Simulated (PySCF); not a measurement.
# OsH7: structure of the doublet

Aim: relax OsH7 as a doublet from a PBE0 minimum start, check by its vibrations whether the end is a minimum, and collect its spectrum and constants.

Computed with PySCF 2.14.0. Level: PBE0, basis Os def2-TZVP with ECP60, H def2-TZVP, scalar-relativistic core potentials, no spin–orbit coupling, density fitting.

**1. The starting structure**

8 atoms, charge 0, spin multiplicity 2.

Bond lengths: Os1–H2 1.780 Å, Os1–H3 1.561 Å, Os1–H4 1.744 Å, Os1–H5 1.634 Å, Os1–H6 1.620 Å, Os1–H7 1.620 Å, Os1–H8 1.634 Å. Angles: H2–Os1–H3 102.0°, H2–Os1–H4 29.0°, H2–Os1–H5 89.3°, H2–Os1–H6 150.8°, H2–Os1–H7 150.8°, H2–Os1–H8 89.3°, H3–Os1–H4 73.0°, H3–Os1–H5 69.7°, H3–Os1–H6 88.4°, H3–Os1–H7 88.4°, H3–Os1–H8 69.7°, H4–Os1–H5 79.4°, H4–Os1–H6 147.1°, H4–Os1–H7 147.1°, H4–Os1–H8 79.4°, H5–Os1–H6 68.6°, H5–Os1–H7 119.8°, H5–Os1–H8 138.2° and more.

Coordinates in bohr (charge 0 multiplicity 2):
```
Os   -0.0203    0.0005    0.0209
H     2.6163   -0.0125    2.1104
H     1.2889   -0.0498   -2.6222
H     3.2303   -0.0399    0.5576
H     0.7340    2.8642   -0.8537
H    -2.3937    1.4320   -1.2776
H    -2.4344   -1.3926   -1.2440
H     0.6509   -2.9037   -0.7849
```

**2. First SCF at the start**

One driver script runs all steps and calls PySCF; scf.py shows how it sets up the SCF of each step. The optimiser is the driver's own. After this first run the driver tries any further starts and a stability analysis.

Contents of scf.py:

```python
from pyscf import gto, scf, dft
mol = gto.M(atom='''
Os    -0.010728     0.000287     0.011080
H      1.384462    -0.006618     1.116759
H      0.682031    -0.026368    -1.387617
H      1.709386    -0.021095     0.295069
H      0.388415     1.515680    -0.451764
H     -1.266695     0.757791    -0.676095
H     -1.288218    -0.736914    -0.658271
H      0.344465    -1.536573    -0.415367''',
    basis={'Os': 'def2-TZVP', 'H': 'def2-TZVP'},
    ecp={'Os': 'def2-TZVP'},
    charge=0, spin=1)
mf = dft.UKS(mol, xc='PBE0')
mf.grids.atom_grid = (50, 194)
aux = {'Os': 'def2-universal-JKFIT', 'H': 'def2-universal-JKFIT'}
mf = mf.density_fit(auxbasis=aux)
mf.conv_tol = 1e-08
mf.diis_space = 10
mf.max_cycle = 60
mf.init_guess = 'minao'
mf.verbose = 4
mf.kernel()
```

Launch:

```
OMP_NUM_THREADS=2 python axn.py task.json out
```

Log:

```text
init E= -76.6950019606265
[... the frontier-level lines of each cycle are left out ...]
cycle= 1 E= -94.6543825385991  delta_E=  -18  |g|= 0.498  |ddm|= 5.47
cycle= 2 E= -94.1170971825089  delta_E= 0.537  |g|= 1.19  |ddm|= 1.37
cycle= 3 E= -94.7817888124189  delta_E= -0.665  |g|=  0.1  |ddm|= 1.02
cycle= 4 E= -94.7843845155096  delta_E= -0.0026  |g|= 0.0653  |ddm|= 0.0996
cycle= 5 E= -94.7862827659906  delta_E= -0.0019  |g|= 0.00722  |ddm|= 0.0458
cycle= 6 E= -94.7863564552445  delta_E= -7.37e-05  |g|= 0.00552  |ddm|= 0.0136
cycle= 7 E= -94.7863847657012  delta_E= -2.83e-05  |g|= 0.00187  |ddm|= 0.00749
cycle= 8 E= -94.7863909101547  delta_E= -6.14e-06  |g|= 0.000444  |ddm|= 0.00478
cycle= 9 E= -94.7863913423414  delta_E= -4.32e-07  |g|= 0.000109  |ddm|= 0.0013
cycle= 10 E= -94.7863913681733  delta_E= -2.58e-08  |g|= 2.98e-05  |ddm|= 0.000292
cycle= 11 E= -94.786391371539  delta_E= -3.37e-09  |g|= 9.48e-06  |ddm|= 0.000122
Extra cycle  E= -94.7863913717802  delta_E= -2.41e-10  |g|= 6.48e-06  |ddm|= 2.53e-05
converged SCF energy = -94.7863913717802  <S^2> = 0.7540575  2S+1 = 2.0040534
```

This step, with its further starts and checks, needed 21 s of wall time on 2 threads of Intel Xeon Platinum 8488C (Sapphire Rapids), shared host.

The starts that the driver tried:

```csv
start,energy (Eh)
the minimal-basis guess,-94.786391
a thermally smeared density,-94.786391
a smeared PBE density,-94.786391
```

No lower solution of this spin turned up from the other starts or in the test of internal stability.

**3. Relaxation: PBE0 minimum start, doublet**

The program finds Cs symmetry in the start, which this walk keeps. The walk stops when the largest gradient is under 0.0003 Eh/bohr and the energy has settled too.

Edit scf.py of step 2 so:

```diff
@@ -3,8 +3,8 @@
-Os    -0.010728     0.000287     0.011080
-H      1.384462    -0.006618     1.116759
-H      0.682031    -0.026368    -1.387617
-H      1.709386    -0.021095     0.295069
-H      0.388415     1.515680    -0.451764
-H     -1.266695     0.757791    -0.676095
-H     -1.288218    -0.736914    -0.658271
-H      0.344465    -1.536573    -0.415367''',
+Os    -0.010275     0.000284     0.011419
+H      1.384915    -0.006621     1.117098
+H      0.682484    -0.026370    -1.387278
+H      1.709839    -0.021098     0.295408
+H      0.388869     1.515677    -0.451426
+H     -1.266242     0.757788    -0.675756
+H     -1.287764    -0.736917    -0.657932
+H      0.344918    -1.536576    -0.415028''',
@@ -21 +20,0 @@
-mf.init_guess = 'minao'
```

The optimiser's trace:

```csv
step,energy (Eh),change (kJ/mol),largest symmetric gradient (Eh/bohr)
0,-94.786391,0.00,0.00054
1,-94.786392,0.00,0.00029
```

The walk took 4.5 s.

It settles in Cs symmetry, 0.0 kJ/mol below the start, after 1 steps: H–H 0.884 Å, Os–H 1.561 Å, Os–H 1.620 Å (×2), Os–H 1.634 Å (×2), Os–H 1.743 Å, Os–H 1.780 Å; H–H–Os 73.2°, H–H–Os 77.8°, H–Os–H 29.0°, H–Os–H 55.0°, H–Os–H 68.6° (×2), H–Os–H 69.7° (×2).

**4. Frequencies**

The point was taken to the finer grid, but the Hessian ran out of time, so its nature is unknown.

**5. What came out**

```
           quantity  value
        relaxations      1
          converged      1
saddle points found      0
       minima found      0
```

No minimum was confirmed: the time limit cut the work short. No equilibrium property of the molecule follows from this session.
